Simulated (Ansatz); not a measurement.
# LaGa2Os2: the cost of one run

Computed with Ansatz 0.2.0 (reference: DFT PBE, plane waves, PAW, scalar-relativistic, no spin polarisation, unless a step's input says otherwise).

## 1. The starting structure

It takes space group Imma (No. 74, orthorhombic). Conventional cell: a = 4.219 Å, b = 4.311 Å, c = 21.412 Å, α = 90.00°, β = 90.00°, γ = 90.00°. Ga (site symmetry mm2) is surrounded by 1 Ga at 2.36 Å and 4 Os at 2.57 to 2.60 Å. Around Os (site symmetry mm2) lie 2 Ga at 2.57 Å and 4 Os at 2.65 to 2.68 Å. Around Os (site symmetry mm2) lie 2 Ga at 2.60 Å and 4 Os at 2.65 to 2.70 Å. Around La (site symmetry mm2) lie 10 Ga at 3.21 to 3.34 Å and 4 Os at 3.44 to 3.49 Å. Around Ga (site symmetry mm2) lie 3 Ga at 2.36 to 2.56 Å.

As a file:

```cif
data_structure
_symmetry_space_group_name_H-M 'Imma'
_symmetry_Int_Tables_number 74
_cell_length_a 4.2188
_cell_length_b 4.3110
_cell_length_c 21.4117
_cell_angle_alpha 90.000
_cell_angle_beta 90.000
_cell_angle_gamma 90.000
_cell_volume 389.42
loop_
_atom_site_label
_atom_site_type_symbol
_atom_site_symmetry_multiplicity
_atom_site_Wyckoff_symbol
_atom_site_fract_x
_atom_site_fract_y
_atom_site_fract_z
_atom_site_occupancy
Ga1 Ga 4 e 0.50000 0.25000 0.10600 1
Os1 Os 4 e 0.00000 0.75000 0.96290 1
Os2 Os 4 e 0.50000 0.25000 0.96190 1
La1 La 4 e 0.00000 0.75000 0.16500 1
Ga2 Ga 4 e 0.50000 0.25000 0.21600 1
```

## 2. Baseline

The input, input.yaml:

```yaml
crystal:
  lattice:
    - [0.0, 4.218783, 0.0]
    - [4.311031, 0.0, 0.0]
    - [2.155515, 2.109392, -10.705829]
  atoms:
    - { symbol: Ga, position: [0.606, 0.356, 0.288] }
    - { symbol: Ga, position: [0.394, 0.644, 0.712] }
    - { symbol: Os, position: [0.9629, 0.7129, 0.5742] }
    - { symbol: Os, position: [0.0371, 0.2871, 0.4258] }
    - { symbol: Os, position: [0.4619, 0.2119, 0.5762] }
    - { symbol: Os, position: [0.5381, 0.7881, 0.4238] }
    - { symbol: La, position: [0.165, 0.915, 0.17] }
    - { symbol: La, position: [0.835, 0.085, 0.83] }
    - { symbol: Ga, position: [0.716, 0.466, 0.068] }
    - { symbol: Ga, position: [0.284, 0.534, 0.932] }
  symmetry: { tolerance: 0.0003 }
kpoints:
  mp_grid: { grid: [4, 4, 4], shift: [0, 0, 0] }
magnetization:
  spin_polarized: false
scf:
  occupations: { method: methfessel_paxton, width: 0.0526 }
hamiltonian:
  pseudopotentials: { kind: paw }
  xc: pbe
basis:
  ecutwfc: 420
output:
  forces: true
  stress: true
  eigenvalues: true
  write_density: true
  write_potential: true
  elf: true
  volumetric_format: npy
```

Command:

```sh
$ ansatz run input.yaml --threads 1 --pin off --max-ram 2560MiB --backend cpu --events-out ev --progress --plain --runs-dir out
```

**Question.** How long does this run take on 1 thread of an Arm CPU, shared host, and how much memory does it need?

About 24 s, with a peak of 0.64 GiB.
